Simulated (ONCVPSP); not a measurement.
# Co: generating and testing an ONCV potential

Aim: build the potential from the settings below, then test how well it stands in for the atom: other configurations, scattering, ghost states and the plane-wave cutoff that it needs.

Method: ONCVPSP 4.0.1, LDA (Perdew-Wang 92), scalar-relativistic.

**1. The design**

Typed settings, in words:

```json
{
  "element": "cobalt (Co, Z = 27)",
  "type": "optimised norm-conserving Vanderbilt (ONCV)",
  "frozen core": "[Ne] 3s2",
  "valence charge": "15",
  "reference configuration": "3p6 3d7.5 4s1.5",
  "partial waves": "4s: rc 2.05 bohr, ncon 4, nbas 8, qcut 3.8 1/bohr, 2 projectors, debl 0.9 Ha; 3p: rc 1.15 bohr, ncon 4, nbas 7, qcut 10.9 1/bohr, 2 projectors, debl 1.5 Ha; 3d: rc 1.10 bohr, ncon 3, nbas 8, qcut 14.4 1/bohr, 3 projectors, debl 1.8 Ha",
  "local potential": "polynomial inside 0.80 bohr (lpopt 5, dvloc0 0 Ha)",
  "core correction": "not asked for"
}
```

An earlier all-electron run gives the scale for the radii.

All-electron outer shells of the reference configuration (LDA (PZ), scalar-relativistic, ld1.x):

```csv
shell,level (eV),outermost node (bohr),outermost maximum (bohr)
3s,-99.29,0.31,0.67
3p,-63.00,0.28,0.68
3d,-6.30,–,0.67
4s,-5.12,0.97,2.35
4p,-1.13,1.06,3.42
```

**2. Generation**

Contents of Co.dat:

```
# ATOM AND REFERENCE CONFIGURATION
# atsym  z   nc   nv     iexc    psfile
  Co 27.00    4    3  -001012      upf
#
#   n    l    f
    1    0    2.00
    2    0    2.00
    2    1    6.00
    3    0    2.00
    3    1    6.00
    3    2    7.50
    4    0    1.50
#
# PSEUDOPOTENTIAL AND OPTIMIZATION
# lmax
    2
#
#   l,   rc,      ep,       ncon, nbas, qcut
    0    2.05    0.00    4    8    3.80
    1    1.15    0.00    4    7   10.90
    2    1.10    0.00    3    8   14.40
#
# LOCAL POTENTIAL
# lloc, lpopt,  rc(5),   dvloc0
    4    5    0.80    0.00
#
# VANDERBILT-KLEINMAN-BYLANDER PROJECTORs
# l, nproj, debl
    0    2    0.90
    1    2    1.50
    2    3    1.80
#
# MODEL CORE CHARGE
# icmod, fcfact, rcfact
    0    0.00    0.00
#
# LOG DERIVATIVE ANALYSIS
# epsh1, epsh2, depsh
   -4.00    5.00    0.02
#
# OUTPUT GRID
# rlmax, drl
    6.00    0.01
#
# TEST CONFIGURATIONS
# ncnf
    4
# nvcnf
#   n    l    f
    3
    3    1    6.00
    3    2    7.00
    4    0    2.00
#
    3
    3    1    6.00
    3    2    7.00
    4    0    1.00
#
    3
    3    1    6.00
    3    2    7.00
    4    0    0.00
#
    4
    3    1    6.00
    3    2    7.00
    4    0    0.00
    4    1    1.00
#
```

Started as:

```bash
$ oncvpsp.x < Co.dat > Co.out
```

**Question.** What will these runs give? Wanted: cutoffs for 1 and 0.1 mHa per electron, occupied waves; bound ghosts; GHOST(+) flags; largest test error; largest phase difference near zero energy, channels read; projector energies reset by the program.

The runs gave:

| quantity | value |
| --- | --- |
| cutoffs for 1 and 0.1 mHa per electron, occupied waves | 76 Ha and 87 Ha |
| bound ghosts | s at -176.39 eV |
| GHOST(+) flags | none at low energy |
| largest test error (AE − PS) | -15 meV, for 3p6 3d7 4s2 |
| largest phase difference near zero energy, channels read | 0.000 rad |
| projector energies reset by the program | p: -2.315, 0.250 Ha |

**Reading.** It has a bound ghost (s), a state that the atom doesn't have, and that rules the file out. The worst unpolarised test, 3p6 3d7 4s2, is off by 15 meV on 1.0 eV; by total energies transferability rates as good. Atomic tests can pass in spite of a ghost, since they solve only for the levels asked. It counts as very hard, with 76 Ha needed at the looser tolerance. At the looser tolerance the 3d wave is the slowest; 3p needs 38 Ha. Near zero energy the phases of the channels with partial waves agree within 0.001 rad. All of this concerns the isolated atom, not yet a solid.
